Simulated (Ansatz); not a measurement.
# C2H6BNOSi: one species, many methods

The task here is to estimate one member of a computed series from the others.

The runs use Ansatz 0.2.0, Gaussian basis; functionals in def2-TZVPP, the program's frozen cores in correlated methods.

Plan: PBE-D4, r2SCAN-D4, PBE0-D4, B3LYP-D4, ωB97X-V, ωB97M-V, B2PLYP; CCSD(T)/def2-TZVPP; MP2/def2-QZVPP; extrapolation to the limit.

## The relaxed structure

All runs share one geometry, relaxed beforehand with PBE0-D4 in a triple-zeta def2 set.

SMILES `N=C1CB1[SiH2]O`, 12 atoms, charge 0, spin multiplicity 1.

Atoms are counted from 1 here; the program's logs count them from 0.

Bond lengths: N1–C2 1.262 Å, N1–H7 1.026 Å, C2–C3 1.483 Å, C2–B4 1.519 Å, C3–B4 1.576 Å, C3–H8 1.092 Å, C3–H9 1.091 Å, B4–Si5 1.986 Å, Si5–O6 1.653 Å, Si5–H10 1.495 Å, Si5–H11 1.483 Å, O6–H12 0.958 Å. Angles: C2–N1–H7 110.6°, N1–C2–C3 145.5°, N1–C2–B4 151.2°, C3–C2–B4 63.3°, C2–C3–B4 59.5°, C2–C3–H8 119.1°, C2–C3–H9 118.9°, B4–C3–H8 117.6°, B4–C3–H9 120.2°, H8–C3–H9 112.2°, C2–B4–C3 57.2°, C2–B4–Si5 153.4°, C3–B4–Si5 149.3°, B4–Si5–O6 114.8°, B4–Si5–H10 105.2°, B4–Si5–H11 111.3°, O6–Si5–H10 111.6°, O6–Si5–H11 105.2° and more.

Set-up of the first run:

Input file in.yaml:

```yaml
crystal:
  periodic: [false, false, false]
  atoms:
    - {symbol: N, position_ang: [1.207822, -2.579927, 0.016654]}
    - {symbol: C, position_ang: [0.627939, -1.498147, 0.311801]}
    - {symbol: C, position_ang: [0.073089, -0.669601, 1.409541]}
    - {symbol: B, position_ang: [0.053880, -0.146685, -0.076763]}
    - {symbol: Si, position_ang: [-0.384434, 1.289124, -1.376234]}
    - {symbol: O, position_ang: [-1.398120, 2.460841, -0.799703]}
    - {symbol: H, position_ang: [1.350641, -3.153387, 0.855094]}
    - {symbol: H, position_ang: [-0.880953, -0.953645, 1.859019]}
    - {symbol: H, position_ang: [0.758159, -0.231678, 2.137521]}
    - {symbol: H, position_ang: [0.933888, 1.858974, -1.791350]}
    - {symbol: H, position_ang: [-1.065105, 0.740901, -2.574026]}
    - {symbol: H, position_ang: [-1.199806, 2.828031, 0.062348]}
basis:
  gaussian: {orbitals: def2-TZVPP}
hamiltonian: {xc: pbe, dispersion: d4}
output: {forces: true, orbitals: {seedname: orbitals}}
```

The run is started by

```
> ansatz run in.yaml --threads 4 --pin off --events-out ev --progress --plain --max-ram 10444MiB
```

Steps of the session up to this table: PBE-D4 (GGA); r2SCAN-D4 (meta-GGA); PBE0-D4 (hybrid); B3LYP-D4 (hybrid); ωB97X-V (range-separated); ωB97M-V (range-separated); B2PLYP (double hybrid); CCSD(T) in def2-TZVPP; MP2 in def2-QZVPP.

One table of the session follows, with a row left open; its other results are not shown here.

It belongs to the step «Atomisation energies». 

```
            method  atomisation energy (eV)
            PBE-D4                   48.744
         r2SCAN-D4                   47.528
           PBE0-D4                   47.567
          B3LYP-D4                   47.392
           ωB97X-V                   47.476
           ωB97M-V                   47.473
            B2PLYP                   46.812
     HF/def2-TZVPP                        ?
    MP2/def2-TZVPP                   46.765
   CCSD/def2-TZVPP                   44.860
CCSD(T)/def2-TZVPP                   45.718
           MP2/CBS                   48.148
       CCSD(T)/CBS                   47.101
```

Estimate the missing values for HF/def2-TZVPP.

**Answer.** atomisation energy (eV): 33.173. In the column «atomisation energy (eV)» it is the lowest.

To keep in mind: Free atoms (1 N, 2 C, 1 B, 1 Si, 1 O, 6 H) were run apart at each level; the atomisation energy is their sum less the molecule, without zero-point or spin-orbit terms.
